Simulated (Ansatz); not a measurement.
# CH₅FOSSi: a ladder of functionals and wavefunction methods

How much do the methods differ for CH₅FOSSi? The plan is to run it at one geometry with functionals of several rungs and with coupled cluster, and see how far each lands from CCSD(T) at the basis-set limit for the atomisation energy.

Program: Ansatz 0.2.0, Gaussian basis. Level of theory: functionals in def2-TZVPP, the program's frozen cores in correlated methods. These are calculated values, not measurements.

The runs, in order: PBE-D4, r2SCAN-D4, PBE0-D4, B3LYP-D4, ωB97X-V, ωB97M-V, B2PLYP; CCSD(T)/def2-TZVPP; MP2/def2-QZVPP; extrapolation to the limit.

### Step 1. The geometry

All runs share one geometry, relaxed beforehand with PBE0-D4 in a triple-zeta def2 set.

SMILES `OC[SiH](F)S`, 10 atoms, charge 0, spin multiplicity 1.

Atoms are counted from 1 here; the program's logs count them from 0.

Bond lengths: O1–C2 1.425 Å, O1–H6 0.961 Å, C2–Si3 1.880 Å, C2–H7 1.093 Å, C2–H8 1.098 Å, Si3–F4 1.607 Å, Si3–S5 2.114 Å, Si3–H9 1.481 Å, S5–H10 1.348 Å. Angles: C2–O1–H6 108.3°, O1–C2–Si3 110.3°, O1–C2–H7 106.7°, O1–C2–H8 111.6°, Si3–C2–H7 109.9°, Si3–C2–H8 111.3°, H7–C2–H8 106.8°, C2–Si3–F4 105.1°, C2–Si3–S5 109.2°, C2–Si3–H9 115.4°, F4–Si3–S5 111.2°, F4–Si3–H9 107.3°, S5–Si3–H9 108.5°, Si3–S5–H10 91.2°.

### Step 2. PBE-D4 (GGA)

in.yaml reads:

```yaml
crystal:
  periodic: [false, false, false]
  atoms:
    - {symbol: O, position_ang: [0.165600, 1.124765, 1.232450]}
    - {symbol: C, position_ang: [0.746333, -0.070860, 0.718866]}
    - {symbol: Si, position_ang: [-0.295062, -0.747149, -0.693035]}
    - {symbol: F, position_ang: [-1.705188, -1.132881, -0.026874]}
    - {symbol: S, position_ang: [-0.530828, 0.751831, -2.164665]}
    - {symbol: H, position_ang: [-0.671945, 0.899575, 1.647282]}
    - {symbol: H, position_ang: [1.741337, 0.195466, 0.353869]}
    - {symbol: H, position_ang: [0.887338, -0.823398, 1.506561]}
    - {symbol: H, position_ang: [0.233558, -1.967310, -1.344898]}
    - {symbol: H, position_ang: [-0.488045, 1.718759, -1.226557]}
basis:
  gaussian: {orbitals: def2-TZVPP}
hamiltonian: {xc: pbe, dispersion: d4}
output: {forces: true, orbitals: {seedname: orbitals}}
```

Command:

```
$ ansatz run in.yaml --threads 4 --pin off --events-out ev --progress --plain --max-ram 10444MiB
```

The runs that follow: r2SCAN-D4 (meta-GGA); PBE0-D4 (hybrid); B3LYP-D4 (hybrid); ωB97X-V (range-separated); ωB97M-V (range-separated); B2PLYP (double hybrid); CCSD(T) in def2-TZVPP; MP2 in def2-QZVPP.

Q: Predict the results of all the runs planned. Wanted: atomisation energy, CCSD(T)/CBS; farthest; mean size of error, hybrid; mean size of error, range-separated; gap, smallest and largest; T1 diagnostic; triples share of the correlation energy.

**Answer**, as computed:

| quantity | value |
| --- | --- |
| atomisation energy, CCSD(T)/CBS | 37.551 eV |
| functionals within 0.188 eV (0.5 %) | r2SCAN-D4, ωB97X-V, ωB97M-V |
| farthest | B2PLYP (-0.663 eV) |
| mean size of error, hybrid | 0.313 eV |
| mean size of error, range-separated | 0.053 eV |
| gap, smallest and largest | 5.46 eV (PBE-D4), 12.18 eV (ωB97X-V) |
| T1 diagnostic | 0.0117 |
| triples share of the correlation energy | 3.6 % |

In words: PBE-D4 misses by +0.466 eV. Double hybrids carry the basis error of their MP2 part in triple zeta, and no dispersion term here, so their miss is partly the set-up's. Misses under about 0.188 eV are within the doubt on the reference itself, which lacks core-valence correlation, relativity and higher excitations. Hartree-Fock recovers 71 % of the binding; the rest is correlation. Orbital gaps span 5.5 to 12.2 eV; exact exchange widens them.
